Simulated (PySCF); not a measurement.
# Ga, Ga⁺: excitation energies in aug-cc-pwCVDZ-PP with ECP10

Aim: the excitation energy of gallium from differences of total energies, at each level of theory, and how far each lands from the tabulated value where there is one.

Method: unrestricted determinants in a Gaussian basis, no spin-orbit coupling in the energies. Code: PySCF 2.14.0.

## 1. Starting point

| Quantity | Value |
| --- | --- |
| Element | gallium (Z = 31) |
| Basis | aug-cc-pwCVDZ-PP with ECP10MDF (6s5p4d1f, 48 functions) |
| Hamiltonian | a scalar-relativistic core potential |
| State 1 | Ga: [Ar] 3d10 4s1 4p2, high-spin 4P determinant (an excited configuration) |
| State 2 | Ga⁺: [Ar] 3d10 4s1 4p1, high-spin 3P determinant (an excited configuration) |
| State 3 | Ga⁺: [Ar] 3d10 4s1 4d1, high-spin 3D determinant (an excited configuration) |
| Needed too, but not shown | Ga [Ar] 3d10 4s2 4p1 (2P), Ga⁺ [Ar] 3d10 4s2 (1S) |
| Methods | CCSD(T) |
| Core shells frozen in the correlated runs | valence and next inner shell: nothing (for Ga) |

The outer shells:

Ga [Ar] 3d10 4s1 4p2
```
[Ar] core
3d [↑↓][↑↓][↑↓][↑↓][↑↓]
4s [↑ ]
4p [↑ ][↑ ][  ]
```

Ga+ [Ar] 3d10 4s1 4p1
```
[Ar] core
3d [↑↓][↑↓][↑↓][↑↓][↑↓]
4s [↑ ]
4p [↑ ][  ][  ]
```

Ga+ [Ar] 3d10 4s1 4d1
```
[Ar] core
3d [↑↓][↑↓][↑↓][↑↓][↑↓]
4s [↑ ]
4d [↑ ][  ][  ][  ][  ]
```

One driver process ran all states and methods and kept the integrals in memory. Each run is shown as a PySCF script that sums up its settings (the driver passes frozen orbitals as a list and adds second-order terms of double hybrids); the logs are those of the runs themselves. The driver starts from symmetry-adapted Hartree-Fock orbitals, holds the occupation by maximum overlap and uses a logarithmic radial grid for functionals, so a plain start would take other cycles.

The integrals over 48 functions and the set-up took 0.17 s of CPU time.

## 2. Ga [Ar] 3d10 4s1 4p2, at CCSD(T) (valence and next inner shell)

CCSD(T) (valence and next inner shell):

Input file input.py:

```python
from pyscf import gto, scf, dft, mp, cc
import basis_set_exchange as bse
txt = bse.get_basis("aug-cc-pwCVDZ-PP", elements=["Ga"], fmt="nwchem", header=False)
cut = txt.index("\nECP")
mol = gto.M(atom="Ga 0 0 0", charge=0, spin=3, symmetry="D2h",
            basis=gto.basis.parse(txt[:cut]),
            ecp={"Ga": gto.basis.parse_ecp(txt[cut:])})
mf = scf.UHF(mol)
mf.irrep_nelec = {'Ag': (4, 3), 'B1g': (1, 1), 'B2g': (1, 1), 'B3g': (1, 1), 'B1u': (2, 1), 'B2u': (2, 1), 'B3u': (1, 1)}
mf.kernel()
mycc = cc.CCSD(mf, frozen=0).run()
mycc.ccsd_t()
```

The log of the run:

```text
CC2 = 0
CCSD nocc = (np.int64(12), np.int64(9)), nmo = (48, 48)
frozen orbitals [[], []]
max_cycle = 100
direct = 0
conv_tol = 1e-08
conv_tol_normt = 1e-06
diis_space = 8
diis_start_cycle = 0
Init t2, MP2 energy = -0.365734351190497
Init E_corr(UCCSD) = -0.365734351190973
cycle = 1  E_corr(UCCSD) = -0.319766152921758  dE = 0.0459681983  norm(t1,t2) = 0.0885666
cycle = 2  E_corr(UCCSD) = -0.342563857476708  dE = -0.0227977046  norm(t1,t2) = 0.032056
cycle = 3  E_corr(UCCSD) = -0.33783294475555  dE = 0.00473091272  norm(t1,t2) = 0.0155481
cycle = 4  E_corr(UCCSD) = -0.338188863688499  dE = -0.000355918933  norm(t1,t2) = 0.00302938
cycle = 5  E_corr(UCCSD) = -0.338351639417555  dE = -0.000162775729  norm(t1,t2) = 0.000652238
cycle = 6  E_corr(UCCSD) = -0.338341877918246  dE = 9.76149931e-06  norm(t1,t2) = 0.000244338
cycle = 7  E_corr(UCCSD) = -0.338332625281203  dE = 9.25263704e-06  norm(t1,t2) = 7.84848e-05
cycle = 8  E_corr(UCCSD) = -0.338334416130928  dE = -1.79084972e-06  norm(t1,t2) = 3.09841e-05
cycle = 9  E_corr(UCCSD) = -0.33833585849937  dE = -1.44236844e-06  norm(t1,t2) = 9.98359e-06
cycle = 10  E_corr(UCCSD) = -0.338335073469914  dE = 7.85029455e-07  norm(t1,t2) = 3.46637e-06
cycle = 11  E_corr(UCCSD) = -0.338335155602621  dE = -8.21327067e-08  norm(t1,t2) = 1.04596e-06
cycle = 12  E_corr(UCCSD) = -0.338335188165322  dE = -3.25627012e-08  norm(t1,t2) = 4.14332e-07
cycle = 13  E_corr(UCCSD) = -0.338335176544107  dE = 1.16212153e-08  norm(t1,t2) = 1.21471e-07
cycle = 14  E_corr(UCCSD) = -0.338335178195727  dE = -1.65162023e-09  norm(t1,t2) = 1.94432e-08
UCCSD converged
E(UCCSD) = -258.5076831420116  E_corr = -0.3383351781957273
UCCSD(T) correction = -0.00992141902903589
```

CPU time 8.4 s on a shared host, the integrals not counted.

CCSD correlation -0.33834 hartree, triples -0.00992; total -258.517605. T1 = 0.010, largest double amplitude 0.037.

## 3. Ga⁺ [Ar] 3d10 4s1 4p1: CCSD(T) (valence and next inner shell)

CCSD(T) (valence and next inner shell):

Input file input.py:

```python
from pyscf import gto, scf, dft, mp, cc
import basis_set_exchange as bse
txt = bse.get_basis("aug-cc-pwCVDZ-PP", elements=["Ga"], fmt="nwchem", header=False)
cut = txt.index("\nECP")
mol = gto.M(atom="Ga 0 0 0", charge=1, spin=2, symmetry="D2h",
            basis=gto.basis.parse(txt[:cut]),
            ecp={"Ga": gto.basis.parse_ecp(txt[cut:])})
mf = scf.UHF(mol)
mf.irrep_nelec = {'Ag': (4, 3), 'B1g': (1, 1), 'B2g': (1, 1), 'B3g': (1, 1), 'B1u': (1, 1), 'B2u': (2, 1), 'B3u': (1, 1)}
mf.kernel()
mycc = cc.CCSD(mf, frozen=0).run()
mycc.ccsd_t()
```

The log of the run:

```text
CC2 = 0
CCSD nocc = (np.int64(11), np.int64(9)), nmo = (48, 48)
frozen orbitals [[], []]
max_cycle = 100
direct = 0
conv_tol = 1e-08
conv_tol_normt = 1e-06
diis_space = 8
diis_start_cycle = 0
Init t2, MP2 energy = -0.356362523626655
Init E_corr(UCCSD) = -0.356362523627401
cycle = 1  E_corr(UCCSD) = -0.311266550557943  dE = 0.0450959731  norm(t1,t2) = 0.0836867
cycle = 2  E_corr(UCCSD) = -0.332691099482706  dE = -0.0214245489  norm(t1,t2) = 0.0294406
cycle = 3  E_corr(UCCSD) = -0.328231284402078  dE = 0.00445981508  norm(t1,t2) = 0.0139228
cycle = 4  E_corr(UCCSD) = -0.328501994041559  dE = -0.000270709639  norm(t1,t2) = 0.00281109
cycle = 5  E_corr(UCCSD) = -0.328649975637882  dE = -0.000147981596  norm(t1,t2) = 0.000648114
cycle = 6  E_corr(UCCSD) = -0.328633406534756  dE = 1.65691031e-05  norm(t1,t2) = 0.000271
cycle = 7  E_corr(UCCSD) = -0.328626952175717  dE = 6.45435904e-06  norm(t1,t2) = 7.43479e-05
cycle = 8  E_corr(UCCSD) = -0.328629528209261  dE = -2.57603354e-06  norm(t1,t2) = 2.88007e-05
cycle = 9  E_corr(UCCSD) = -0.328630691379631  dE = -1.16317037e-06  norm(t1,t2) = 1.03114e-05
cycle = 10  E_corr(UCCSD) = -0.328629878961356  dE = 8.12418276e-07  norm(t1,t2) = 3.30516e-06
cycle = 11  E_corr(UCCSD) = -0.328629985618142  dE = -1.06656787e-07  norm(t1,t2) = 8.87145e-07
cycle = 12  E_corr(UCCSD) = -0.328629996732217  dE = -1.11140745e-08  norm(t1,t2) = 2.86161e-07
cycle = 13  E_corr(UCCSD) = -0.328629989230384  dE = 7.50183327e-09  norm(t1,t2) = 9.5196e-08
UCCSD converged
E(UCCSD) = -258.2467736131321  E_corr = -0.3286299892303838
UCCSD(T) correction = -0.00952120668584696
```

CPU time 8 s on a shared host, the integrals not counted.

CCSD correlation -0.32863 hartree, triples -0.00952; total -258.256295. T1 = 0.010, largest double amplitude 0.024.

## 4. Ga⁺ [Ar] 3d10 4s1 4d1, at CCSD(T) (valence and next inner shell)

CCSD(T) (valence and next inner shell):

Changes to input.py since step 3:

```diff
@@ -8,3 +8,3 @@
 mf = scf.UHF(mol)
-mf.irrep_nelec = {'Ag': (4, 3), 'B1g': (1, 1), 'B2g': (1, 1), 'B3g': (1, 1), 'B1u': (1, 1), 'B2u': (2, 1), 'B3u': (1, 1)}
+mf.irrep_nelec = {'Ag': (4, 3), 'B1g': (2, 1), 'B2g': (1, 1), 'B3g': (1, 1), 'B1u': (1, 1), 'B2u': (1, 1), 'B3u': (1, 1)}
 mf.kernel()
```

The log of the run:

```text
CC2 = 0
CCSD nocc = (np.int64(11), np.int64(9)), nmo = (48, 48)
frozen orbitals [[], []]
max_cycle = 100
direct = 0
conv_tol = 1e-08
conv_tol_normt = 1e-06
diis_space = 8
diis_start_cycle = 0
Init t2, MP2 energy = -0.348680684210082
Init E_corr(UCCSD) = -0.348680684215582
cycle = 1  E_corr(UCCSD) = -0.306307233830171  dE = 0.0423734504  norm(t1,t2) = 0.0795548
cycle = 2  E_corr(UCCSD) = -0.326176617717161  dE = -0.0198693839  norm(t1,t2) = 0.0272889
cycle = 3  E_corr(UCCSD) = -0.322082592496791  dE = 0.00409402522  norm(t1,t2) = 0.0123276
cycle = 4  E_corr(UCCSD) = -0.322393845750238  dE = -0.000311253253  norm(t1,t2) = 0.00311263
cycle = 5  E_corr(UCCSD) = -0.322528183983333  dE = -0.000134338233  norm(t1,t2) = 0.000694739
cycle = 6  E_corr(UCCSD) = -0.322493252304154  dE = 3.49316792e-05  norm(t1,t2) = 0.000260238
cycle = 7  E_corr(UCCSD) = -0.322489393715006  dE = 3.85858915e-06  norm(t1,t2) = 4.03685e-05
cycle = 8  E_corr(UCCSD) = -0.322491060372494  dE = -1.66665749e-06  norm(t1,t2) = 1.44406e-05
cycle = 9  E_corr(UCCSD) = -0.322491602070723  dE = -5.41698229e-07  norm(t1,t2) = 3.98359e-06
cycle = 10  E_corr(UCCSD) = -0.32249130657733  dE = 2.95493393e-07  norm(t1,t2) = 1.0907e-06
cycle = 11  E_corr(UCCSD) = -0.322491337459815  dE = -3.08824843e-08  norm(t1,t2) = 2.47497e-07
cycle = 12  E_corr(UCCSD) = -0.322491340880104  dE = -3.42028922e-09  norm(t1,t2) = 8.75643e-08
UCCSD converged
E(UCCSD) = -257.9459905218175  E_corr = -0.322491340880104
UCCSD(T) correction = -0.00934438372793009
```

CPU time 7.6 s on a shared host, the integrals not counted.

CCSD correlation -0.32249 hartree, triples -0.00934; total -257.955335. T1 = 0.009, largest double amplitude 0.035.

## 5. The energy differences

Excitation energy: Ga [Ar] 3d10 4s2 4p1 (2P) → Ga [Ar] 3d10 4s1 4p2 (4P).

```
                                method  value (eV)  less CCSD(T) (valence and next inner shell) (eV)
                                   UHF       3.322                                            -1.302
    MP2 (valence and next inner shell)       4.464                                            -0.161
SCS-MP2 (valence and next inner shell)       4.640                                            +0.016
   CCSD (valence and next inner shell)       4.553                                            -0.071
CCSD(T) (valence and next inner shell)       4.625                                            +0.000
```

Excitation energy: Ga⁺ [Ar] 3d10 4s2 (1S) → Ga⁺ [Ar] 3d10 4s1 4p1 (3P).

```
                                method  value (eV)  error (eV)
                                   UHF       4.633      -1.353
    MP2 (valence and next inner shell)       5.822      -0.164
SCS-MP2 (valence and next inner shell)       5.918      -0.069
   CCSD (valence and next inner shell)       5.878      -0.108
CCSD(T) (valence and next inner shell)       5.946      -0.040
```

Reference: 5.986 eV (measured; NIST levels, between the centres of gravity of the two terms). Errors of the correlated levels include the incompleteness of this basis.

Excitation energy: Ga⁺ [Ar] 3d10 4s2 (1S) → Ga⁺ [Ar] 3d10 4s1 4d1 (3D).

```
                                method  value (eV)  error (eV)
                                   UHF      12.651      -1.465
    MP2 (valence and next inner shell)      14.049      -0.067
SCS-MP2 (valence and next inner shell)      14.076      -0.040
   CCSD (valence and next inner shell)      14.063      -0.053
CCSD(T) (valence and next inner shell)      14.136      +0.019
```

Reference: 14.116 eV (measured; NIST levels, between the centres of gravity of the two terms). Errors of the correlated levels include the incompleteness of this basis.

The differences also use runs on Ga [Ar] 3d10 4s2 4p1 (2P), Ga⁺ [Ar] 3d10 4s2 (1S), which are not shown here. The runs at UHF, MP2 (valence and next inner shell) are not shown; their differences are listed all the same.

## 6. Results

```
                                  quantity                                                                           value
 excitation energy, Ga → [Ar] 3d10 4s1 4p2                      UHF 3.322, CCSD(T) (valence and next inner shell) 4.625 eV
excitation energy, Ga⁺ → [Ar] 3d10 4s1 4p1     UHF 4.633, CCSD(T) (valence and next inner shell) 5.946 eV; reference 5.986
excitation energy, Ga⁺ → [Ar] 3d10 4s1 4d1  UHF 12.651, CCSD(T) (valence and next inner shell) 14.136 eV; reference 14.116
```

Accuracy by level (over 2 differences):

```
                                method  mean absolute miss against the measured values (with the measured fine structure taken into account where it is known) (eV)
                                   UHF                                                                                                                        1.409
    MP2 (valence and next inner shell)                                                                                                                        0.116
SCS-MP2 (valence and next inner shell)                                                                                                                        0.054
   CCSD (valence and next inner shell)                                                                                                                        0.081
CCSD(T) (valence and next inner shell)                                                                                                                        0.030
```

What this shows: CCSD(T) (valence and next inner shell) lands nearest to the measured values (mean absolute error over 2 measured values 0.03 eV); UHF misses by most (1.41 eV). The basis is finite, and no extrapolation was made.
